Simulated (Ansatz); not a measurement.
# CH₆O₄Sn: small, medium and large basis sets

The task here is to estimate one member of a computed series from the others.

Program: Ansatz 0.2.0, Gaussian basis. Level of theory: one geometry, several basis sets. These are calculated values, not measurements.

Levels to be run: PBE0-D4/def2-SVP; ωB97M-V/def2-SVP; PBE0-D4/def2-QZVPP; ωB97M-V/def2-QZVPP; the functionals' def2-TZVPP values are taken from earlier runs.

**Structure used throughout**

An earlier PBE0-D4 in a triple-zeta def2 set relaxation fixed the geometry. Sn takes the def2 core potential; no spin-orbit term is included.

SMILES `C[O][Sn]([OH])([OH])[OH]`, 12 atoms, charge 0, spin multiplicity 1.

Atoms are counted from 1 here; the program's logs count them from 0.

Bond lengths: C1–O2 1.414 Å, C1–H7 1.093 Å, C1–H8 1.096 Å, C1–H9 1.095 Å, O2–Sn3 1.941 Å, Sn3–O4 1.942 Å, Sn3–O5 1.946 Å, Sn3–O6 1.942 Å, O4–H10 0.962 Å, O5–H11 0.961 Å, O6–H12 0.961 Å. Angles: O2–C1–H7 107.6°, O2–C1–H8 111.7°, O2–C1–H9 112.4°, H7–C1–H8 108.2°, H7–C1–H9 108.3°, H8–C1–H9 108.6°, C1–O2–Sn3 121.4°, O2–Sn3–O4 104.7°, O2–Sn3–O5 116.1°, O2–Sn3–O6 107.8°, O4–Sn3–O5 107.8°, O4–Sn3–O6 115.6°, O5–Sn3–O6 105.2°, Sn3–O4–H10 111.9°, Sn3–O5–H11 112.6°, Sn3–O6–H12 111.8°.

Set-up of the first run:

Input file in.yaml:

```yaml
crystal:
  periodic: [false, false, false]
  atoms:
    - {symbol: C, position_ang: [-0.156179, -1.328661, 1.587265]}
    - {symbol: O, position_ang: [0.688168, -0.903674, 0.535564]}
    - {symbol: Sn, position_ang: [0.177994, 0.548597, -0.646410]}
    - {symbol: O, position_ang: [1.812224, 1.020630, -1.582510]}
    - {symbol: O, position_ang: [-1.173921, 0.131339, -1.982696]}
    - {symbol: O, position_ang: [-0.600620, 1.954850, 0.443824]}
    - {symbol: H, position_ang: [0.420078, -2.009490, 2.218699]}
    - {symbol: H, position_ang: [-1.031716, -1.870327, 1.210966]}
    - {symbol: H, position_ang: [-0.502071, -0.494635, 2.207428]}
    - {symbol: H, position_ang: [2.591203, 0.663574, -1.146239]}
    - {symbol: H, position_ang: [-0.791467, -0.130657, -2.824793]}
    - {symbol: H, position_ang: [-1.356892, 2.363252, 0.012902]}
basis:
  gaussian: {orbitals: def2-SVP}
hamiltonian: {xc: pbe0, dispersion: d4}
output: {orbitals: {seedname: orbitals}}
```

Launch:

```console
$ ansatz run in.yaml --threads 4 --pin off --events-out ev --progress --plain --max-ram 11315MiB
```

Among the steps run: PBE0-D4 in def2-SVP; ωB97M-V in def2-SVP; PBE0-D4 in def2-QZVPP; ωB97M-V in def2-QZVPP.

One table of the session follows, with a row left open; its other results are not shown here.

It belongs to the step «Density functionals: the series». 

| functional | basis | HOMO (eV) |
| --- | --- | --- |
| PBE0-D4 | def2-SVP | -7.96 |
| PBE0-D4 | def2-TZVPP | -8.16 |
| PBE0-D4 | def2-QZVPP | ? |
| ωB97M-V | def2-SVP | -10.38 |
| ωB97M-V | def2-TZVPP | -10.61 |
| ωB97M-V | def2-QZVPP | -10.65 |

Q: Estimate the row for PBE0-D4, def2-QZVPP from the others.

The run gave: HOMO (eV): -8.21. In the column «HOMO (eV)» it lies between ωB97M-V, def2-SVP (-10.38) and PBE0-D4, def2-TZVPP (-8.16).
